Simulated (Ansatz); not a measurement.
Runs of Ansatz 0.2.0 on Ba2Tl5V3O12. Symmetry: R-3m, No. 166, trigonal system. Conventional cell: a = 8.474 Å, b = 8.474 Å, c = 18.385 Å, α = 90.00°, β = 90.00°, γ = 120.00°. Ba (site symmetry -3m) has 12 O at 3.23 Å as nearest neighbours. Ba (site symmetry -3m) is surrounded by 12 O at 3.22 Å. V (site symmetry 2/m) has 4 O at 1.82 Å as nearest neighbours. Tl (site symmetry 2/m) has 4 O at 2.36 Å as nearest neighbours. Tl (site symmetry 3m) is surrounded by 3 V at 2.80 Å and 6 O at 2.84 Å and 3 Tl at 2.98 Å. O (site symmetry 1) has 1 V at 1.82 Å as nearest neighbours. The cell was built by a generator and needn't be a form met in nature.

```tsv
task	level	potentials or basis	U	cell	k mesh	cutoff (eV)	basis error allowed	mesh quality	gap on the mesh (eV)	pressure (GPa)	moment (μB)	largest force (eV/Å)
single point	PBE+U	all-electron LAPW, scalar-relativistic	V d U = 3 eV	as given	3 × 3 × 3	423	0.003 eV/atom	coarse	none	0.7	1.32	0.27
band structure	RPBE	all-electron LAPW, scalar-relativistic	-	as given	3 × 3 × 3	423	0.003 eV/atom	coarse	-	3.1	1.23	0.13
band structure	PBEsol	all-electron LAPW, scalar-relativistic	-	as given	3 × 3 × 3	423	0.003 eV/atom	coarse	-	(a)	1.04	0.24
single point	PBE	all-electron LAPW, scalar-relativistic	-	as given	3 × 3 × 3	423	0.003 eV/atom	coarse	none	0.0	(b)	0.01
relaxation of cell and atoms	PBE	all-electron PAW datasets made for the crystal	-	relaxed	2 × 2 × 2	-	-	coarse	none	0.0	1.48	0.01
single point	PBE	all-electron LAPW, scalar-relativistic	-	as given	4 × 4 × 4	423	0.003 eV/atom	not flagged	none	0.0	1.10	0.02
```

Alike in all rows: spin collinear, ferromagnetic start; smearing fermi-dirac 0.05 eV.

Task: Fill in the values left out.

Result: (a) -4.3; (b) 1.16.

Caveats: some runs use coarse meshes; the k mesh is thin for a metal, which can move the energy by tens of meV per atom (some runs); semilocal functionals often make such compounds metallic where correlation or magnetic order opens a gap, which also shifts bond lengths (some runs); the magnetic state may not be the lowest (some runs); U is the effective U less J, on atomic orbitals that reach past the spheres (some runs).

A k mesh can miss the band edges, and the runs leave out spin-orbit coupling on Ba, Tl.

A gap of «none» marks a metal or a gap under the smearing width.

Not every run made on this cell is shown here.
